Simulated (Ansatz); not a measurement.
Set up this calculation in Ansatz 0.2.0, as the native input.

- Task: single point
- Functional: PBE
- Potentials or basis: Ansatz PAW
- Cutoff: 420 eV (not typed: the program's choice for these potentials)
- k mesh: 10 × 10 × 10
- Occupations: fermi-dirac, width 0.05 eV
- Spin: no spin polarisation

The system is Sr2SnN2.

```xyz
5
Lattice="-1.9273 1.9273 6.8942 1.9273 -1.9273 6.8942 1.9273 1.9273 -6.8942" Properties=species:S:1:pos:R:3 pbc="T T T"
Sn    0.0335    0.0220    6.9044
Sr    0.0255    0.0036   11.5570
Sr    0.0168   -0.0324    2.2168
N     0.0055    0.0403    4.8134
N    -0.0573   -0.0009    8.9314
```

The cell comes from a database or a generator and needn't be the stable form of this composition.

The cell isn't the ideal one: atoms moved at random, drawn with an rms of 0.05 Å.

One way to write it, as run:

input.yaml

```yaml
crystal:
  lattice:
    - [-1.92733125, 1.92733125, 6.894188]
    - [1.92733125, -1.92733125, 6.894188]
    - [1.92733125, 1.92733125, -6.894188]
  atoms:
    - { symbol: Sn, position: [0.506434, 0.509435, 0.01439] }
    - { symbol: Sr, position: [0.839094, 0.844791, 0.00755] }
    - { symbol: Sr, position: [0.152362, 0.165135, -0.004048] }
    - { symbol: "N", position: [0.359542, 0.350502, 0.011868] }
    - { symbol: "N", position: [0.647503, 0.63289, -0.015105] }
hamiltonian:
  xc: pbe
  pseudopotentials: { kind: paw }
kpoints:
  mp_grid: { grid: [10, 10, 10] }
scf:
  occupations: { method: fermi_dirac, width: 0.05 }
output:
  forces: true
  stress: true
  eigenvalues: true
```

Potentials or basis: Ansatz PAW.

The run is started by

```sh
$ ansatz run input.yaml --threads 2 --pin off --max-ram 5120MiB --backend cpu --events-out ev --progress --plain --runs-dir out
```

Results of the run:

| Item | Value |
| --- | --- |
| Pressure | 0.1 GPa |
| Largest force | 1.006 eV/Å |
| Band gap on the k mesh | none (metal or under the smearing width) |

Run time: 30 s on 2 threads of Intel(R) Xeon(R) 6975P-C (Granite Rapids), on a shared host, peak memory 1.2 GiB.
